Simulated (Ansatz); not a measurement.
Task: a single point in a Gaussian basis of C2H8B2O, SMILES BCCBO, with Ansatz 0.2.0, Python API. Give the script and its output. Use: CAM-B3LYP, def2-TZVP basis, multiplicity 1.

The script reads `c2h8b2o.xyz`:
```text
13

B    -1.35460    1.14100    1.28400
C    -0.85750    0.36960    0.01510
C     0.41420   -0.36080    0.33910
B     1.05950   -1.17010   -0.90840
O     1.35500   -0.49060   -2.15230
H    -0.82430    1.19240    2.30150
H    -2.37550    1.81050    1.17890
H    -0.64420    1.10880   -0.82050
H    -1.63010   -0.33900   -0.25190
H     1.23250    0.36610    0.68170
H     0.26500   -1.07610    1.20860
H     1.11650   -2.34730   -0.82350
H     2.26370   -0.23940   -2.03750
```

`energy.py`:
```python
"""Single point of C2H8B2O."""

import sys

import ansatz as az

c2h8b2o = az.Crystal.molecule_from_extxyz("c2h8b2o.xyz")

model = (
    c2h8b2o.calculation()
    .basis(gaussian="def2-TZVP")
    .functional("cam_b3lyp")
)
try:
    report = model.run(threads=1, pin="off").report
except az.AnsatzError as error:
    sys.exit(f"{type(error).__name__}: {error}")

print("reference energy %16.6f eV" % report["reference_energy_ev"])
print("total energy     %16.6f eV" % report["free_energy_ev"])
print("occupied (up, down):", report["n_occupied"], " virtual:", report["n_virtual"], " frozen:", report["n_frozen"])

state = report["mean_field"]["state"]
print(f"mean field: {state['energy']['hartree']:.7f} Ha, <S^2> = {abs(state['spin_squared']):.4f}, stability: {state.get('stability', {}).get('kind')}")
```

```console
$ python energy.py
reference energy     -5602.802448 eV
total energy         -5602.802448 eV
occupied (up, down): [19, 19]  virtual: [184, 184]  frozen: 0
mean field: -205.8991923 Ha, <S^2> = 0.0000, stability: minimum
```

Total energies depend on the basis set; only differences at equal settings carry meaning. The geometry is a force-field or estimated start, not a minimum of this method, and the basis set is short of its limit. Run time: 8.4 s on 1 thread of Arm Neoverse V1 (shared host), peak memory 0.44 GiB.

(A comment or docstring line of the script was reworded after the run, the code is as it ran; lines on the test bed's own set-up are left out of the output.)
